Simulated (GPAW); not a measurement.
NbTe: relaxation of cell and atoms with PBE+D4

The system is NbTe.

```
Te Nb
1.0
     3.70297    0.00000    0.00000
    -1.85149    3.20687    0.00000
     0.00000    0.00000    3.69421
Te Nb
1 1
Direct
  0.66667 0.33333 0.00000
  0.00000 0.00000 0.50000
```

The cell comes from a database or a generator and needn't be the stable form of this composition.

```
Program             : GPAW 26.7.0
Task                : relaxation of cell and atoms
Functional          : PBE
Dispersion          : D4
Potentials or basis : GPAW PAW data sets (gpaw-data 1.2.1)
Cutoff              : 600 eV
Basis               : pw
k mesh              : 6 × 6 × 5
Occupations         : fermi-dirac, width 0.05 eV
Spin                : no spin polarisation
Maxiter             : 150
Optimizer           : BFGS
Fmax                : 0.05 eV/Å
Max steps           : 100
```

```json
{"Relaxed volume": "21.09 Å³/atom", "Relaxed cell": "a = 3.643 Å, b = 3.643 Å, c = 3.670 Å, α = 90.00°, β = 90.00°, γ = 120.00°", "Space group after relaxing (to 0.05 Å)": "P-6m2 (No. 187)", "Energy gained by relaxing": "13.6 meV/atom", "Ionic steps": "5", "Pressure after relaxing": "-0.2 GPa", "Band gap on the k mesh": "none (metal or under the smearing width)", "Dispersion energy per atom": "-0.495 eV"}
```

Stress tensor (GPa, compression positive):
```
-0.32  0.00  0.00
 0.00 -0.32  0.00
 0.00  0.00 -0.04
```

The path:
| step | energy change (eV) | largest force (eV/Å) | pressure (GPa) | volume (Å³) |
| --- | --- | --- | --- | --- |
| 1 | 0.0000 | 0.0000 | -4.73 | 43.87 |
| 2 | -0.0149 | 0.0000 | -3.15 | 43.26 |
| 3 | -0.0262 | 0.0000 | 0.18 | 42.11 |
| 4 | -0.0265 | 0.0000 | 0.04 | 42.15 |
| 5 | -0.0273 | 0.0000 | -0.23 | 42.18 |

Final structure:
```
Te Nb
1.0
     3.64327    0.00000    0.00000
    -1.82164    3.15517    0.00000
     0.00000    0.00000    3.66967
Te Nb
1 1
Direct
  0.66667 0.33333 0.00000
  0.00000 0.00000 0.50000
```

Levels at points of the mesh, in eV from the Fermi level:
| k point | band 8 | band 9 | band 10 | band 11 | band 12 | band 13 |
| --- | --- | --- | --- | --- | --- | --- |
| (0.00, 0.00, 0.00) | -3.29 | -2.56 | 0.04 | 0.04 | 2.48 | 2.48 |
| (0.50, 0.00, 0.00) | -2.90 | -2.70 | -0.32 | 1.23 | 1.54 | 3.02 |
| (0.50, 0.50, 0.00) | -2.90 | -2.70 | -0.32 | 1.23 | 1.54 | 3.02 |

Wall time 70 s on 1 thread of Arm Neoverse V2, with other jobs on the host, peak memory 0.19 GiB.

Caveat: later steps reuse the first step's grids; pairwise dispersion overbinds metals, which lowers pressure and volume. The run has no spin-orbit coupling, so splittings on Te are missing.
